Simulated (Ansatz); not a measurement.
# ScSi2 (P6/mmm) in Ansatz: further runs

The runs below take ScSi2 through single point, molecular dynamics, relaxation of cell and atoms, with rPW86-PBE, BLYP+D3(BJ), BPBE.

Everything below comes from runs of Ansatz 0.2.0. Logs are shortened: lines on timing, memory, paths and dates and some standing lists are left out, and cuts for length are marked.

**1. The crystal as given**

It takes space group P6/mmm (No. 191, hexagonal). The conventional cell has a = 3.660 Å, b = 3.660 Å, c = 3.870 Å, α = 90.00°, β = 90.00°, γ = 120.00°. Sc (site symmetry 6/mmm) is surrounded by 12 Si at 2.87 Å. Si (site symmetry -6m2) is surrounded by 3 Si at 2.11 Å.

**2. Single point, rPW86-PBE**

The input, input.yaml:

```yaml
crystal:
  lattice:
    - [3.66, 0.0, 0.0]
    - [-1.83, 3.1696529779, 0.0]
    - [0.0, 0.0, 3.87]
  atoms:
    - { symbol: Sc, position: [0.0, 0.0, 0.0] }
    - { symbol: Si, position: [0.6666666667, 0.3333333333, 0.5] }
    - { symbol: Si, position: [0.3333333333, 0.6666666667, 0.5] }
hamiltonian:
  xc: { exchange: rpw86, correlation: pbe }
  pseudopotentials: { kind: paw, partial_waves: polarizable }
kpoints:
  mp_grid: { grid: [8, 8, 7] }
scf:
  occupations: { method: cold, width: 0.15 }
output:
  forces: true
  stress: true
  eigenvalues: true
```

Potentials or basis: Ansatz PAW polarizable.

Run with:

```bash
ansatz run input.yaml --threads 2 --pin off --max-ram 5120MiB --backend cpu --events-out ev --progress --plain --runs-dir out
```

The log of the run:

```text
Warning: RAYON_NUM_THREADS=2 ignored (pool sized by the plan → 2); use --threads N
Engine: ansatz 0.2.0, aarch64-unknown-linux-gnu
Pseudopotentials: kind: paw
Pseudopotential: Sc, paw, valence charge 11, recommended cutoff 420 eV (normal), Sc.paw.azcp
Pseudopotential: Si, paw, valence charge 4, recommended cutoff 420 eV (normal), Si.paw.azcp
Functional definition: unnamed
  exchange = rpw86_x
  correlation = pbe_c
Crystal: 3 atoms, lattice volume = 44.896 Å³
Basis set: ecut = 420 eV, 877 PW (Γ), exchange–correlation on 50×50×54 points (8 copies of the dense FFT grid, shifted against one another)
Bands: 14, of which v1, the nominal top of the filled ones, is band 10 counted from 1 (9 counted from 0)
Symmetry: 24 space group operations
Space group: P6/mmm (ITA 191), of the structure as read, at distance tolerance 3.6e-5 Å
k-points: 40 of 448
Non-local potential: Sc, projectors of the file, l = 0: 3, l = 1: 2, l = 2: 3, l = 3: 1
Non-local potential: Si, projectors of the file, l = 0: 2, l = 1: 2, l = 2: 2
PAW form: soft (Blöchl's): semilocal exchange-correlation on the pseudo side does not see the compensation charge
PAW frozen core: Sc, regenerated for the run's functional, and the local potential with it (the file was generated under x = pbe(κ = 0.804, μ = 0.2195149727645171), c = pbe(β = 0.06672455060314922))
PAW frozen core: Si, regenerated for the run's functional, and the local potential with it (the file was generated under x = pbe(κ = 0.804, μ = 0.2195149727645171), c = pbe(β = 0.06672455060314922))
PAW one-centre angular grid: Sc, 590 points (default); XC on 96 Gauss nodes
PAW one-centre angular grid: Si, 110 points (default); XC on 64 Gauss nodes
Initial density: superposition of atomic densities (neutral atoms: chi_scale 0, normalization atom), corrected by the library's trained network
Initial wavefunctions: pseudopotential atomic-orbital guess
Functional: x = rpw86, c = pbe(β = 0.06672455060314922)
Partial waves of Si: polarizable
Partial waves of Sc: polarizable
SCF iter   1: F=—  HF=-3451.013238 eV  |F-HF|=—  |Δ(HF+E_count)|=         —  Δρ=5.31e-3  dr2=1.51e-2  ethr=1.77e-3  ⟨swp⟩=5.0  Hψ=3137  notcnv=0
preconditioner: auto → none  [metal: Δε(μ)=0.057 eV  Ē_g=7.611 eV  σ=0.150 eV  W_gap=0.23  n_scr=8 (ndim 8)  ℏωp=18.4 eV  f_vac=0.000  D(μ)=1.61/eV (n_scr^D=8)  sad-step TF]
SCF iter   2: F=—  HF=-3451.010387 eV  |F-HF|=—  |Δ(HF+E_count)|=   2.85e-3  S|Δr|=    0.00e0  Δρ=3.11e-3  dr2=5.30e-3  ethr=7.94e-5  ⟨swp⟩=1.0  Hψ=880  notcnv=0
SCF iter   3: F=—  HF=-3451.009309 eV  |F-HF|=—  |Δ(HF+E_count)|=   1.08e-3  S|Δr|=    0.00e0  Δρ=5.59e-4  dr2=2.88e-4  ethr=2.79e-5  ⟨swp⟩=2.8  Hψ=890  notcnv=0
SCF iter   4: F=—  HF=-3451.009261 eV  |F-HF|=—  |Δ(HF+E_count)|=   4.80e-5  S|Δr|=    0.00e0  Δρ=1.12e-4  dr2=5.71e-6  ethr=1.51e-6  ⟨swp⟩=2.2  Hψ=731  notcnv=0  defer=1
SCF iter   5: F=—  HF=-3451.009285 eV  |F-HF|=—  |Δ(HF+E_count)|=   2.47e-5  S|Δr|=    0.00e0  Δρ=4.57e-5  dr2=6.96e-7  ethr=3.01e-8  ⟨swp⟩=2.2  Hψ=824  notcnv=0  defer=1
SCF iter   6: F=-3451.009286 eV  HF=-3451.009286 eV  |F-HF|=4.76e-8  |Δ(HF+E_count)|=   3.39e-7  S|Δr|=    0.00e0  Δρ=8.59e-6  dr2=7.80e-8  ethr=5.26e-10  ⟨swp⟩=5.6  Hψ=2592  notcnv=0
SCF 1 converged in 6 iterations: F = -3451.009286 eV  dr2 = 7.80e-8
SCF converged after 6 iterations
Stability not checked: this state was not tested for a lower state beside it, because cold or Methfessel-Paxton smearing, or corrected tetrahedra, fill the levels in a way that the test cannot read (fill_not_monotonic; see scf.lower_state_search)
Free energy (F): -3451.009286 eV
Harris-Foulkes:  -3451.009286 eV  (|F-HF|=4.76e-8)
Internal energy: -3451.010125 eV  (E = F + TS)
E sigma→0 (E₀):  -3451.009566 eV
Entropy (-TS):   0.000839 eV (0.280 meV/atom)
Fermi energy:    12.714431 eV
--- Per-component energies (eV) ---
  E_band       = -90.101575
  E_kinetic    = 357.856540
  E_local      = -844.103107  (includes V_loc(G=0)·N_el)
  E_nonlocal   = 138.580822
  E_hartree    = 306.529127
  E_xc         = -223.497615
  E_vxc        = -231.879260  (∫ρ·V_xc dr)
  E_paw        = -2024.365623  (= ΣΔE_a)
  E_vpaw       = -123.616470  (= ΣTr[D̂ρ^β])
  E_aug_tail   = 0.000019  (compensation charges beyond the density's cutoff)
  E_ewald      = -1162.005037
  E_core_change = -0.005249  (= ΣΔE_core)
  E_smearing   = 0.000839  (= −TS)
  E_closure    = 0.000000  (closes the sum)
  Σ components = -3451.009286   (vs F -3451.009286, Δ=0.00e0)
--- Forces (eV/Å), atoms counted from 1 ---
  atom   1  Sc     0.00000000     0.00000000     0.00000000
  atom   2  Si     0.00000000    -0.00000000     0.00000000
  atom   3  Si     0.00000000    -0.00000000     0.00000000
  max |Σ_I F_I| component: 4.63e-18 eV/Å
--- Stress (GPa, compression-positive) ---
       38.858744       0.000000       0.000000
       -0.000000      38.858744       0.000000
        0.000000       0.000000       3.337571
  P = ⅓ Tr σ = 27.0184 GPa (270.184 kbar)
--- Band table (eV; the first three rows and the last of 40) ---
  k-point 0: bands = ["-36.9821", "-15.6508", "-15.5734", "-15.5734", "-1.1774", "9.1284", "9.2247", "9.2247", "10.6931", "13.7896", "13.7896", "13.8154", "14.3199", "14.3199"]
  k-point 1: bands = ["-36.9815", "-15.6645", "-15.5724", "-15.5724", "-1.0385", "7.9514", "9.3449", "9.3449", "11.8100", "12.8572", "12.8572", "13.9804", "14.8469", "14.8469"]
  k-point 2: bands = ["-36.9802", "-15.6953", "-15.5701", "-15.5701", "-0.6905", "6.4815", "9.6660", "9.6660", "12.0560", "12.0560", "13.2051", "13.8930", "13.8930", "14.4507"]
  k-point 39: bands = ["-36.9680", "-15.6818", "-15.6646", "-15.6329", "2.4060", "3.3736", "6.3605", "8.8047", "9.2164", "13.9163", "14.8797", "15.1185", "15.4180", "15.7376"]
```

Run time: 1.7 s. Hardware: 2 threads of Arm Neoverse V1, shared host; peak memory 0.36 GiB.

What came out:

```
Free energy            : -3451.0093 eV
Pressure               : 27.0 GPa
Band gap on the k mesh : none (metal or under the smearing width)
```

Caveat: so large a pressure means that the cell lies far from this level's equilibrium, or that cutoff or potentials fall short; the PAW data sets come from PBE, with cores solved anew for the run's functional, which leaves a small shift of forces and pressure.

**3. Molecular dynamics, BLYP+D3(BJ), collinear spin, ferromagnetic start**

The input, run.py:

```python
import json

import ase.io
import numpy as np

import ansatz as az

atoms = ase.io.read("ScSi2.cif")
atoms.info.pop("occupancy", None)
atoms.set_initial_magnetic_moments([0.5, 0.0, 0.0])

calculation = (
    az.Crystal.from_ase(atoms)
    .calculation()
    .kpoints(7, 7, 6)
    .functional("blyp", dispersion="d3bj")
    .pseudopotentials(kind="paw", source="jth")
    .spin("collinear")
    .occupations(method="gaussian", width=0.025)
    .md(timestep=1.0, steps=20, ensemble="nvt_nose_hoover", temperature=900.0,
        initial_velocities="maxwell_boltzmann", seed=5974)
)
outcome = calculation.run(threads=2, events_out="events.jsonl")

report = outcome.report
for line in open("events.jsonl"):
    event = json.loads(line)
    if event["event"] == "scf_iter":
        d = event["data"]
        print(f"SCF {d['iter']:3d}  HF = {d['harris_foulkes_ev']:.6f} eV  dr2 = {d['dr2_ev']:.2e} eV")
    elif event["event"] in ("relax_step", "md_step"):
        d = event["data"]
        print(f"{event['event']} {d['step']:3d}  E = {d['lagrangian_ev']:.6f} eV")
np.set_printoptions(precision=5, suppress=True, linewidth=110)
print("converged:", report["converged"], "after", report["n_iterations"], "iterations")
print(f"free energy {report['free_energy_ev']:.6f} eV, Fermi level {report['fermi_energy_ev']:.4f} eV")
for key in ("band_edges_ev", "magnetization_mub", "site_moments_mub", "site_moments_nc_mub", "forces_ev_ang",
                "stress_gpa"):
    if report.get(key) is not None:
        print(key, np.array(report[key]), sep="\n")
```

The input, ScSi2.cif:

```cif
data_ScSi2
_cell_length_a 3.66000000
_cell_length_b 3.66000000
_cell_length_c 3.87000000
_cell_angle_alpha 90.00000000
_cell_angle_beta 90.00000000
_cell_angle_gamma 120.00000000
_space_group_name_H-M_alt 'P6/mmm'
_space_group_name_Hall '-P 6 2'
_space_group_IT_number 191
loop_
_space_group_symop_operation_xyz
'x,y,z'
'-x,-y,-z'
'x-y,x,z'
'-x+y,-x,-z'
'-y,x-y,z'
'y,-x+y,-z'
'-x,-y,z'
'x,y,-z'
'-x+y,-x,z'
'x-y,x,-z'
'y,-x+y,z'
'-y,x-y,-z'
'-y,-x,-z'
'y,x,z'
'-x,-x+y,-z'
'x,x-y,z'
'-x+y,y,-z'
'x-y,-y,z'
'y,x,-z'
'-y,-x,z'
'x,x-y,-z'
'-x,-x+y,z'
'x-y,-y,-z'
'-x+y,y,z'
loop_
_atom_site_label
_atom_site_type_symbol
_atom_site_symmetry_multiplicity
_atom_site_Wyckoff_symbol
_atom_site_fract_x
_atom_site_fract_y
_atom_site_fract_z
_atom_site_occupancy
Sc1 Sc 1 a 0.0000000000 0.0000000000 0.0000000000 1
Si1 Si 2 d 0.6666666667 0.3333333333 0.5000000000 1
```

Potentials or basis: JTH PAW.

Run with:

```bash
python run.py
```

It took 11 min on 2 threads of Arm Neoverse V1, shared host; peak memory 2 GiB.

Step by step:
```tsv
step	potential energy change (eV)	largest force (eV/Å)	temperature (K)
1	0.0000	0.0000	900
2	0.0017	0.2575	893
3	0.0071	0.5549	872
4	0.0162	0.8455	837
5	0.0284	1.1230	790
6	0.0429	1.3862	735
7	0.0589	1.6290	673
8	0.0753	1.8443	610
9	0.0913	2.0263	548
10	0.1058	2.1703	492
11	0.1180	2.2728	445
12	0.1272	2.3319	410
13	0.1331	2.3473	388
14	0.1354	2.3198	379
15	0.1344	2.2517	383
16	0.1303	2.1460	399
17	0.1238	2.0068	425
18	0.1156	1.8393	457
19	0.1064	1.6499	492
20	0.0971	1.4455	529
21	0.0883	1.2734	564
```

Caveat: the potentials were made for another functional, which shifts forces and pressure; the starting moments weren't kept.

**4. Relaxation of cell and atoms, BPBE, collinear spin, ferromagnetic start**

run.py: that of step 3 with these lines changed.

```diff
@@ -7,4 +7,3 @@
 
-atoms = ase.io.read("ScSi2.cif")
-atoms.info.pop("occupancy", None)
+atoms = ase.io.read("ScSi2.xyz")
 atoms.set_initial_magnetic_moments([0.5, 0.0, 0.0])
@@ -14,9 +13,10 @@
     .calculation()
-    .kpoints(7, 7, 6)
-    .functional("blyp", dispersion="d3bj")
-    .pseudopotentials(kind="paw", source="jth")
+    .kpoints(8, 8, 7)
+    .functional(exchange="b88", correlation="pbe")
+    .pseudopotentials(kind="nc", accuracy="stringent")
     .spin("collinear")
-    .occupations(method="gaussian", width=0.025)
-    .md(timestep=1.0, steps=20, ensemble="nvt_nose_hoover", temperature=900.0,
-        initial_velocities="maxwell_boltzmann", seed=5974)
+    .occupations(method="methfessel_paxton", width=0.1)
+    .relax(force_tolerance=0.01, max_steps=40, cell=True, stress_tolerance=0.05)
+    .forces()
+    .stress()
 )
```

The input, ScSi2.xyz:

```xyz
3
Lattice="3.6600000000 0.0000000000 0.0000000000 -1.8300000000 3.1696529779 0.0000000000 0.0000000000 0.0000000000 3.8700000000" Properties=species:S:1:pos:R:3 pbc="T T T"
Sc     0.0000000000      0.0000000000      0.0000000000
Si     1.8300000002      1.0565509925      1.9350000000
Si    -0.0000000002      2.1131019854      1.9350000000
```

Potentials or basis: PseudoDojo stringent.

Run with:

```bash
python run.py
```

The log of the run:

```text
DeckWarning: basis.ecutwfc = 1061.244064 eV, auto-derived from the records' recommended cutoffs: set by Sc (normal level)
DeckWarning: The stringent table, which hamiltonian.pseudopotentials names, holds the potential of the library's standard table for Sc, Si (one content_sha256, or a second file that the publisher made of the same generator input, which states another). The run takes no other species from the library, so that hamiltonian.pseudopotentials.accuracy: standard would change no potential of it. The deck needs no change, but a comparison [...]
PlacementWarning: RAYON_NUM_THREADS=2 ignored (pool sized by the plan → 2); use plan(threads=…)
RunWarning: the starting moments were not kept: the SCF closed with an absolute magnetisation of 5.9e-6 μB, where they sum to 0.5 μB in size (1 site). That is at most 0.1 of that sum. Measured as dr2_m measures the in/out step, that magnetisation stands 2.6e-12 eV from none, at or under the dr2_threshold of 1.0e-7 eV: it is no larger than a step whose dr2_m would equal this threshold. The system may hold no moment; this SCF show [...]
RunWarning: the starting moments were not kept: the SCF closed with an absolute magnetisation of 3.0e-6 μB, where they sum to 0.5 μB in size (1 site). That is at most 0.1 of that sum. Measured as dr2_m measures the in/out step, that magnetisation stands 9.9e-13 eV from none, at or under the dr2_threshold of 3.0e-7 eV: it is no larger than a step whose dr2_m would equal this threshold. The system may hold no moment; this SCF show [...]
RunWarning: the starting moments were not kept: the SCF closed with an absolute magnetisation of 2.6e-6 μB, where they sum to 0.5 μB in size (1 site). That is at most 0.1 of that sum. Measured as dr2_m measures the in/out step, that magnetisation stands 6.3e-13 eV from none, at or under the dr2_threshold of 3.0e-7 eV: it is no larger than a step whose dr2_m would equal this threshold. The system may hold no moment; this SCF show [...]
RunWarning: the starting moments were not kept: the SCF closed with an absolute magnetisation of 3.7e-5 μB, where they sum to 0.5 μB in size (1 site). That is at most 0.1 of that sum. Measured as dr2_m measures the in/out step, that magnetisation stands 9.7e-11 eV from none, at or under the dr2_threshold of 3.0e-7 eV: it is no larger than a step whose dr2_m would equal this threshold. The system may hold no moment; this SCF show [...]
RunWarning: the starting moments were not kept: the SCF closed with an absolute magnetisation of 6.5e-5 μB, where they sum to 0.5 μB in size (1 site). That is at most 0.1 of that sum. Measured as dr2_m measures the in/out step, that magnetisation stands 3.1e-10 eV from none, at or under the dr2_threshold of 3.0e-7 eV: it is no larger than a step whose dr2_m would equal this threshold. The system may hold no moment; this SCF show [...]
RunWarning: the starting moments were not kept: the SCF closed with an absolute magnetisation of 2.1e-5 μB, where they sum to 0.5 μB in size (1 site). That is at most 0.1 of that sum. Measured as dr2_m measures the in/out step, that magnetisation stands 3.2e-11 eV from none, at or under the dr2_threshold of 4.0e-8 eV: it is no larger than a step whose dr2_m would equal this threshold. The system may hold no moment; this SCF show [...]
RunWarning: the starting moments were not kept: the SCF closed with an absolute magnetisation of 7.8e-6 μB, where they sum to 0.5 μB in size (1 site). That is at most 0.1 of that sum. Measured as dr2_m measures the in/out step, that magnetisation stands 4.6e-12 eV from none, at or under the dr2_threshold of 3.0e-11 eV: it is no larger than a step whose dr2_m would equal this threshold. The system may hold no moment; this SCF sho [...]
RunWarning: the starting moments were not kept: the SCF closed with an absolute magnetisation of 2.9e-5 μB, where they sum to 0.5 μB in size (1 site). That is at most 0.1 of that sum. Measured as dr2_m measures the in/out step, that magnetisation stands 6.4e-11 eV from none, at or under the dr2_threshold of 1.9e-7 eV: it is no larger than a step whose dr2_m would equal this threshold. The system may hold no moment; this SCF show [...]
RunWarning: the starting moments were not kept: the SCF closed with an absolute magnetisation of 1.6e-5 μB, where they sum to 0.5 μB in size (1 site). That is at most 0.1 of that sum. Measured as dr2_m measures the in/out step, that magnetisation stands 2.0e-11 eV from none, at or under the dr2_threshold of 3.0e-11 eV: it is no larger than a step whose dr2_m would equal this threshold. The system may hold no moment; this SCF sho [...]
SCF   1  HF = -1548.785252 eV  dr2 = 1.49e+00 eV
SCF   2  HF = -1548.599887 eV  dr2 = 6.78e-01 eV
SCF   3  HF = -1548.455413 eV  dr2 = 2.42e-02 eV
SCF   4  HF = -1548.458652 eV  dr2 = 8.19e-03 eV
SCF   5  HF = -1548.460268 eV  dr2 = 4.26e-04 eV
SCF   6  HF = -1548.462093 eV  dr2 = 5.01e-05 eV
SCF   7  HF = -1548.463124 eV  dr2 = 1.22e-05 eV
SCF   8  HF = -1548.463703 eV  dr2 = 2.25e-06 eV
SCF   9  HF = -1548.464571 eV  dr2 = 2.53e-04 eV
SCF  10  HF = -1548.464512 eV  dr2 = 2.79e-08 eV
[... 59 further cycles ...]
SCF   4  HF = -1549.316311 eV  dr2 = 3.05e-08 eV
SCF   5  HF = -1549.316311 eV  dr2 = 1.14e-09 eV
SCF   6  HF = -1549.316311 eV  dr2 = 9.56e-12 eV
SCF   7  HF = -1549.316311 eV  dr2 = 3.32e-12 eV
SCF   8  HF = -1549.316311 eV  dr2 = 2.82e-12 eV
relax_step   8  E = -1549.316311 eV
SCF   1  HF = -1549.316375 eV  dr2 = 8.05e-10 eV
SCF   2  HF = -1549.316324 eV  dr2 = 2.20e-10 eV
SCF   3  HF = -1549.316324 eV  dr2 = 9.94e-11 eV
SCF   4  HF = -1549.316324 eV  dr2 = 1.50e-10 eV
SCF   5  HF = -1549.316324 eV  dr2 = 3.23e-12 eV
relax_step   9  E = -1549.316324 eV
converged: True after 5 iterations
free energy -1549.316324 eV, Fermi level 10.8366 eV
magnetization_mub
-1.6651586598470658e-05
site_moments_mub
[-0.00001 -0.      -0.     ]
forces_ev_ang
[[ 0.  0.  0.]
 [-0. -0.  0.]
 [ 0.  0. -0.]]
stress_gpa
[[-0.00113  0.      -0.     ]
 [ 0.      -0.00113 -0.     ]
 [-0.      -0.       0.01912]]
```

engine_input.yaml:

```text
crystal:
  lattice:
    - [3.66, 0.0, 0.0]
    - [-1.83, 3.1696529779, 0.0]
    - [0.0, 0.0, 3.87]
  atoms:
    - { symbol: Sc, position: [0.0, 0.0, 0.0], spin: 0.5 }
    - { symbol: Si, position: [0.6666666667002787, 0.3333333332912678, 0.5], spin: 0.0 }
    - { symbol: Si, position: [0.33333333329972137, 0.6666666667087323, 0.5], spin: 0.0 }
kpoints:
  mp_grid:
    grid: [8, 8, 7]
hamiltonian:
  xc:
    exchange: b88
    correlation: pbe
  pseudopotentials:
    kind: nc
    accuracy: stringent
magnetization:
  spin_polarized: true
scf:
  occupations:
    method: methfessel_paxton
    width: 0.1
relax:
  f_tol: 0.01
  max_steps: 40
  cell:
    stress_tol: 0.05
output:
  forces: true
  stress: true
```

Wall time 58 s (2 threads of Arm Neoverse V1, shared host); peak memory 0.63 GiB.

What came out:

```
Free energy                            : -1549.3163 eV
Relaxed volume                         : 17.04 Å³/atom
Relaxed cell                           : a = 4.046 Å, b = 4.046 Å, c = 3.607 Å, α = 90.00°, β = 90.00°, γ = 120.00°
Space group after relaxing (to 0.05 Å) : P6/mmm (No. 191)
Energy gained by relaxing              : 283.9 meV/atom
Ionic steps                            : 9
Pressure after relaxing                : 0.0 GPa
Net moment                             : 0.00 μB per cell
Absolute moment                        : 0.00 μB per cell
```

Step by step:
| step | energy change (eV) | largest force (eV/Å) | volume (Å³) |
| --- | --- | --- | --- |
| 1 | 0.0000 | 0.0000 | 44.90 |
| 2 | -0.6597 | 0.0000 | 49.07 |
| 3 | -0.8071 | 0.0000 | 49.41 |
| 4 | -0.8420 | 0.0000 | 51.60 |
| 5 | -0.8453 | 0.0000 | 51.10 |
| 6 | -0.8453 | 0.0000 | 51.04 |
| 7 | -0.8517 | 0.0000 | 51.04 |
| 8 | -0.8518 | 0.0000 | 51.13 |
| 9 | -0.8518 | 0.0000 | 51.13 |

Final structure:
```
Sc Si
1.0
     4.04566    0.00000    0.00000
    -2.02283    3.50364    0.00000
     0.00000    0.00000    3.60725
Sc Si
1 2
Direct
  0.00000 0.00000 0.00000
  0.66667 0.33333 0.50000
  0.33333 0.66667 0.50000
```

Caveat: the potentials were made for another functional, which shifts forces and pressure; the volume moved by +14 % from the deposited cell, more than functionals usually miss; the starting moments weren't kept.

**5. The runs side by side**

```tsv
task	level	potentials or basis	spin	cell	k mesh	cutoff (eV)	smearing	driver	conventional	temperature	pressure (GPa)
single point	rPW86-PBE	Ansatz PAW polarizable	off	as given	8 × 8 × 7	420	cold 0.15 eV	-	-	-	27.0
molecular dynamics	BLYP+D3(BJ)	JTH PAW	collinear, ferromagnetic start	as given	7 × 7 × 6	1350	gaussian 0.025 eV	chain	yes	900 K	-
relaxation of cell and atoms	BPBE	PseudoDojo stringent	collinear, ferromagnetic start	relaxed	8 × 8 × 7	1061	methfessel-paxton 0.1 eV	chain	-	-	0.0
```

Caveats: the potentials were made for another functional, which shifts forces and pressure (some runs); the starting moments weren't kept (some runs); so large a pressure means that the cell lies far from this level's equilibrium, or that cutoff or potentials fall short (some runs); the PAW data sets come from PBE, with cores solved anew for the run's functional, which leaves a small shift of forces and pressure (some runs); the volume moved by +14 % from the deposited cell, more than functionals usually miss (some runs).

Total energies depend on the potentials used, so only differences within one code and one set of settings carry meaning.
